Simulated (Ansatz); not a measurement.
# TiRh3: from the listed structure to its properties

An exercise on one series of results from a longer session: the logs are not shown, and one member is left open.

Computed with Ansatz 0.2.0 (DFT r2SCAN, scalar-relativistic, plane waves, PAW, unless a step's input says otherwise).

## Starting point

It takes space group Pm-3m (No. 221, cubic). The conventional cell has a = 3.822 Å, b = 3.822 Å, c = 3.822 Å, α = 90.00°, β = 90.00°, γ = 90.00°. Ti (site symmetry m-3m) has 12 Rh at 2.70 Å as nearest neighbours. Around Rh (site symmetry 4/mmm) lie 4 Ti at 2.70 Å and 8 Rh at 2.70 Å.

Structure file:

```xyz
4
Lattice="3.8220 0.0000 0.0000 0.0000 3.8220 0.0000 0.0000 0.0000 3.8220" Properties=species:S:1:pos:R:3 pbc="T T T"
Ti    0.0000    0.0000    0.0000
Rh    0.0000    1.9110    1.9110
Rh    1.9110    0.0000    1.9110
Rh    1.9110    1.9110    0.0000
```

Source of the structure: the Crystallography Open Database.

Set-up of the first run:

(A quick probe on a coarse mesh, which set the mesh and smearing, is not shown.)

File input.yaml:

```yaml
crystal:
  lattice:
    - [3.822, 0.0, 0.0]
    - [0.0, 3.822, 0.0]
    - [0.0, 0.0, 3.822]
  atoms:
    - { symbol: Ti, position: [0.0, 0.0, 0.0] }
    - { symbol: Rh, position: [0.0, 0.5, 0.5] }
    - { symbol: Rh, position: [0.5, 0.0, 0.5] }
    - { symbol: Rh, position: [0.5, 0.5, 0.0] }
basis:
  ecutwfc: 500
kpoints:
  mp_grid: { grid: [12, 12, 12] }
hamiltonian:
  xc: r2scan
scf:
  occupations: { method: gaussian, width: 0.1 }
output:
  forces: true
  stress: true
  eigenvalues: true
relax:
  adjacent_minimum: "off"
  f_tol: 0.005
  max_steps: 80
  cell: { stress_tol: 0.05 }
```

Steps of the session up to this table: Full relaxation; Static run: bands, density of states and charges; Volume × 0.97; Volume × 1.03; Point at V/V0 = 0.94; The cell scaled to 1.06 of its volume.

One table of the session follows, with a row left open; its other results are not shown here.

It belongs to the step «Equation of state». 

| volume (Å³/atom) | energy above the lowest point (meV/atom) | pressure (GPa) |
| --- | --- | --- |
| 13.105 | 44.2 | 18.03 |
| 13.524 | ? | ? |
| 13.942 | 0.0 | 0.00 |
| 14.360 | 9.4 | -6.93 |
| 14.778 | 35.4 | -12.74 |

Estimate the missing values for volume (Å³/atom) = 13.524.

Worked estimate for «energy above the lowest point (meV/atom)». A straight line through the neighbours (13.105, 44.2) and (13.942, 0.0) gives 44.2 + (0.0 − 44.2) × (13.524 − 13.105) / (13.942 − 13.105) = 22.1; a parabola fitted to 3 rows on both sides gives 11.6.

**Answer.** energy above the lowest point (meV/atom): 10.3; pressure (GPa): 8.24. In «energy above the lowest point (meV/atom)» the line misses by +11.8 and the parabola by +1.3.
